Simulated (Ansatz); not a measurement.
I need a single point in a Gaussian basis of C2H5ClSi, SMILES CC[Si]Cl. Use Ansatz's Python interface. Settings: PBE0, cc-pVDZ basis, multiplicity 1, D3BJ dispersion.

```xyz
9

C     0.4556    0.8785   -0.0174
C    -0.6392   -0.1557   -0.3038
Si   -0.0193   -1.8923   -0.4740
Cl    0.7548   -2.5180    1.3690
H    -0.0708    1.8987    0.0129
H     1.1584    0.9802   -0.8268
H     0.9545    0.7491    0.9222
H    -1.3479   -0.1075    0.4885
H    -1.1576    0.1206   -1.1877
```

Script `energy.py`:
```python
"""Single point of C2H5ClSi in a Gaussian basis."""

import ansatz as az

BASIS_SET = "cc-pVDZ"
XC = "pbe0"
VDW = "d3bj"


def main() -> None:
    geometry = (
        az.Crystal.molecule()
        .atom("C", (0.4556, 0.8785, -0.0174))
        .atom("C", (-0.6392, -0.1557, -0.3038))
        .atom("Si", (-0.0193, -1.8923, -0.474))
        .atom("Cl", (0.7548, -2.518, 1.369))
        .atom("H", (-0.0708, 1.8987, 0.0129))
        .atom("H", (1.1584, 0.9802, -0.8268))
        .atom("H", (0.9545, 0.7491, 0.9222))
        .atom("H", (-1.3479, -0.1075, 0.4885))
        .atom("H", (-1.1576, 0.1206, -1.1877))
    )

    job = geometry.calculation().basis(gaussian=BASIS_SET).functional(XC, dispersion=VDW)
    done = job.run(threads=1)
    rep = done.report

    print("reference energy %16.6f eV" % rep["reference_energy_ev"])
    print("total energy     %16.6f eV" % rep["free_energy_ev"])
    print("occupied orbitals outside the frozen core (up, down):", rep["n_occupied"], " frozen:", rep["n_frozen"], " virtual:", rep["n_virtual"])


if __name__ == "__main__":
    main()
```

```console
$ python energy.py
reference energy    -22545.806625 eV
total energy        -22545.994861 eV
occupied orbitals outside the frozen core (up, down): [24, 24]  frozen: 0  virtual: [65, 65]
```

What to keep in mind:
- Total energies depend on the basis set; only differences at equal settings carry meaning.
- The geometry is a force-field or estimated start, not a minimum of this method, and the basis set is short of its limit.
- Total less reference energy is the dispersion correction.
- The whole script took 3.9 s on 1 thread of Arm Neoverse V1, with other jobs on the host, peak memory 0.21 GiB.
